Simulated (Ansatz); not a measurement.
Hf2Pd2Se2Br2O3, 11 atoms in the cell. It takes space group Cm (No. 8, monoclinic). The conventional cell has a = 15.354 Å, b = 3.419 Å, c = 13.208 Å, α = 90.00°, β = 107.63°, γ = 90.00°. Hf (site symmetry m) is surrounded by 3 O at 1.97 to 2.13 Å. Around Hf (site symmetry m) lie 3 O at 1.87 to 2.09 Å. Pd (site symmetry m) has 2 O at 2.23 Å and 2 Se at 2.41 Å as nearest neighbours. Pd (site symmetry m) is surrounded by 4 Se at 2.42 to 2.60 Å. Se (site symmetry m) is surrounded by 2 Pd at 2.42 Å and 1 Hf at 2.76 Å. Around Se (site symmetry m) lie 4 Pd at 2.41 to 2.60 Å. Around Br (site symmetry m) lie 3 Hf at 2.82 to 3.06 Å and 3 O at 3.21 to 3.22 Å. Br (site symmetry m) has 2 Hf at 2.73 Å as nearest neighbours. The cell was built by a generator and needn't be a form met in nature.

* Program: Ansatz 0.2.0
* Task: single point
* Functional: B3LYP
* Potentials or basis: Ansatz PAW
* Cutoff: 420 eV (not typed: the program's choice for these potentials)
* k mesh: 4 × 4 × 1
* Occupations: fermi-dirac, width 0.05 eV
* Spin: no spin polarisation

Potentials or basis: Ansatz PAW.

Launch:

```console
$ ansatz run input.yaml --threads 8 --pin off --max-ram 20480MiB --backend cpu --events-out ev --progress --plain --runs-dir out
```

Hardware: 8 threads of Arm Neoverse V2, with other jobs on the host.

Task: Estimate the wall time of this run.

Result: Run time: 110 s on 8 threads of Arm Neoverse V2 (shared host), peak memory 5.4 GiB. Counts: scf iterations 29, plane waves 6459, k points 7, bands 92.
